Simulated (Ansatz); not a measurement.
# TaAl3O: the cost of one run

Computed with Ansatz 0.2.0 (DFT PBE, scalar-relativistic, plane waves, PAW, unless a step's input says otherwise).

**1. The system as given**

Symmetry: P-62m, No. 189, hexagonal system. Conventional cell: a = 5.136 Å, b = 5.136 Å, c = 5.284 Å, α = 90.00°, β = 90.00°, γ = 120.00°. Ta (site symmetry -62m) is surrounded by 6 Al at 2.48 to 2.66 Å and 2 O at 2.64 Å. Al (site symmetry m2m) is surrounded by 2 Ta at 2.48 to 2.66 Å and 4 Al at 2.57 Å. O (site symmetry -62m) is surrounded by 2 Ta at 2.64 Å.

Coordinates:

```xyz
5
Lattice="5.1364 0.0000 0.0000 -2.5682 4.4483 0.0000 0.0000 0.0000 5.2835" Properties=species:S:1:pos:R:3 pbc="T T T"
Ta    0.0000    0.0000    2.6418
Al    2.4764    0.0000    2.6418
Al   -1.2382    2.1447    2.6418
Al    1.3300    2.3036    2.6418
O     0.0000    0.0000    0.0000
```

A structure generator made this guess: random cell by space group and Wyckoff sites (P-62m, No. 189). The dimensions are guesses.

**2. A first look at the guess**

The input, input.yaml:

```yaml
crystal:
  lattice:
    - [5.13644313, 0.0, 0.0]
    - [-2.56822156, 4.44829023, 0.0]
    - [0.0, 0.0, 5.28351785]
  atoms:
    - { symbol: Ta, position: [0.0, 0.0, 0.5] }
    - { symbol: Al, position: [0.48213179, 0.0, 0.5] }
    - { symbol: Al, position: [0.0, 0.48213179, 0.5] }
    - { symbol: Al, position: [0.51786821, 0.51786821, 0.5] }
    - { symbol: O, position: [0.0, 0.0, 0.0] }
basis:
  ecutwfc: 420
kpoints:
  mp_grid: { grid: [6, 6, 4] }
hamiltonian:
  xc: pbe
scf:
  occupations: { method: gaussian, width: 0.1 }
  lower_state_search: "off"
output:
  forces: true
  stress: true
  eigenvalues: true
```

The run is started by

```
$ ansatz run input.yaml --threads 1 --pin off --max-ram 2560MiB --backend cpu --events-out ev --progress --plain --runs-dir out
```

**Question.** How long does this run take on 1 thread of Arm Neoverse V1, shared host, and how much memory does it need?

About 4.8 s, with a peak of 0.33 GiB.
